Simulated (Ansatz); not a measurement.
# CdSe: an axial (c/a) deformation path

An exercise on one series of results from a longer session: the logs are not shown, and one member is left open.

The COD entry's cell or inner coordinates are ideal or old and differ from later refinements, so a difference from it is no clean test against experiment.

Computed with Ansatz 0.2.0 (DFT r2SCAN, scalar-relativistic, plane waves, PAW, unless a step's input says otherwise).

**The system as given**

Symmetry: P6_3mc, No. 186, hexagonal system. Conventional cell: a = 4.298 Å, b = 4.298 Å, c = 7.015 Å, α = 90.00°, β = 90.00°, γ = 120.00°. Cd (site symmetry 3m) is surrounded by 4 Se at 2.63 Å. Se (site symmetry 3m) is surrounded by 4 Cd at 2.63 Å.

As a file:

```xyz
4
Lattice="4.2985 0.0000 0.0000 -2.1492 3.7226 0.0000 0.0000 0.0000 7.0152" Properties=species:S:1:pos:R:3 pbc="T T T"
Cd    2.1492    1.2409    0.0000
Cd    0.0000    2.4817    3.5076
Se    2.1492    1.2409    2.6307
Se    0.0000    2.4817    6.1383
```

The cell is taken as given, not relaxed at this level.

The first run:

input.yaml reads:

```yaml
crystal:
  lattice:
    - [4.2984999142, 0.0, 0.0]
    - [-2.1492499571, 3.7226101239, 0.0]
    - [0.0, 0.0, 7.0152]
  atoms:
    - { symbol: Cd, position: [0.6666666667, 0.3333333333, 0.0] }
    - { symbol: Cd, position: [0.3333333333, 0.6666666667, 0.5] }
    - { symbol: Se, position: [0.6666666667, 0.3333333333, 0.375] }
    - { symbol: Se, position: [0.3333333333, 0.6666666667, 0.875] }
basis:
  ecutwfc: 500
kpoints:
  mp_grid: { grid: [12, 12, 4] }
hamiltonian:
  xc: r2scan
scf:
  occupations: { method: gaussian, width: 0.05 }
output:
  forces: true
  stress: true
  eigenvalues: true
```

The run is started by

```console
> ansatz run input.yaml --threads 1 --pin off --max-ram 2560MiB --backend cpu --events-out ev --progress --plain --runs-dir out
```

Steps of the session up to this table: Zero of the scan; Point ρ = 0.850; Point ρ = 1.200; ρ = 0.920; ρ = 1.100.

One of the session's tables, all rows but one given; the rest of the session is left out.

It belongs to the step «The scan collected». 

```
    ρ  ΔE (meV/atom)  pressure (GPa)  gap on the mesh (eV)
0.850          185.4             4.6                  1.22
0.920           45.5             2.3                  1.17
1.000            0.0             1.5                  1.17
1.100              ?               ?                     ?
1.200          154.7             4.1                  0.74
```

Q: Estimate the row for ρ = 1.100 from the others.

Worked estimate for «ΔE (meV/atom)». A straight line through the neighbours (1.000, 0.0) and (1.200, 154.7) gives 0.0 + (154.7 − 0.0) × (1.100 − 1.000) / (1.200 − 1.000) = 77.4; a parabola fitted to 3 rows on both sides gives 29.4.

As computed: ΔE (meV/atom): 45.5; pressure (GPa): 2.3; gap on the mesh (eV): 0.99. In «ΔE (meV/atom)» the line misses by +31.9 and the parabola by -16.1.
